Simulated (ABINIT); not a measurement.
Here is an ABINIT 10.8.3 (patched build) calculation.

File run.abi:

```
# Datasets: ground state, then fixed potential
ndtset 2

# Pseudopotentials
pp_dirpath "./"
pseudos "Sb.LDA_PW-JTH.xml, In.LDA_PW-JTH.xml"

# Structure
acell 4.806367 4.806367 4.806367 Angstrom
rprim
     1.0000000000     0.0000000000     0.0000000000
     0.0000000000     1.0000000000     0.0000000000
     0.0000000000     0.0000000000     1.0000000000
ntypat 2
znucl 51 49
natom 4
typat 1 1 1 2
xcart
     4.5413586422     4.5413586422     0.0000000000
     0.0000000000     4.5413586422     4.5413586422
     4.5413586422     0.0000000000     4.5413586422
     0.0000000000     0.0000000000     0.0000000000

# Plane-wave basis
ecut 26.0
pawecutdg 48.0

# Exchange and correlation
ixc -208012
usekden 1
pawxcdev 0

# Bands and occupations
occopt 3
tsmear 0.05 eV

# SCF cycle
nstep 100
diemix 0.3
optforces 0
optstress 0

# Output
iomode 3
prtwf 0
prteig 0
prtebands 0
enunit 1
prtden1 1
prtkden1 1
prtvha1 1
prtvclmb1 1
prtpot1 1

# Dataset 1
kptopt1 1
ngkpt1 3 3 3
nshiftk1 1
shiftk1 0.0 0.0 0.0
nband1 35
tolvrs1 1.0e-7

# Dataset 2: bands along G-X-M-G-R-X
iscf2 -2
getden2 1
getkden2 1
nband2 41
nbdbuf2 4
tolwfr2 1.0e-11
kptopt2 -5
ndivsm2 6
prteig2 1
kptbounds2
     0.0000000000     0.0000000000     0.0000000000
     0.0000000000     0.5000000000     0.0000000000
     0.5000000000     0.5000000000     0.0000000000
     0.0000000000     0.0000000000     0.0000000000
     0.5000000000     0.5000000000     0.5000000000
     0.0000000000     0.5000000000     0.0000000000
```

Potentials or basis: JTH PAW LDA v2.0.

Launch:

```bash
$ abinit run.abi > log 2>&1
```

(1) Estimate the band gap on the k mesh.

Results:

(1) none (metal or under the smearing width).

Caveat: the k mesh is coarse (spacing up to 0.44 Å⁻¹), so the values aren't converged; the constant c of TB-mBJ comes from the pseudo density here, which moves gaps by up to 0.3 eV between sets of potentials; spin-orbit coupling is left out, which moves the levels of the heavy elements.
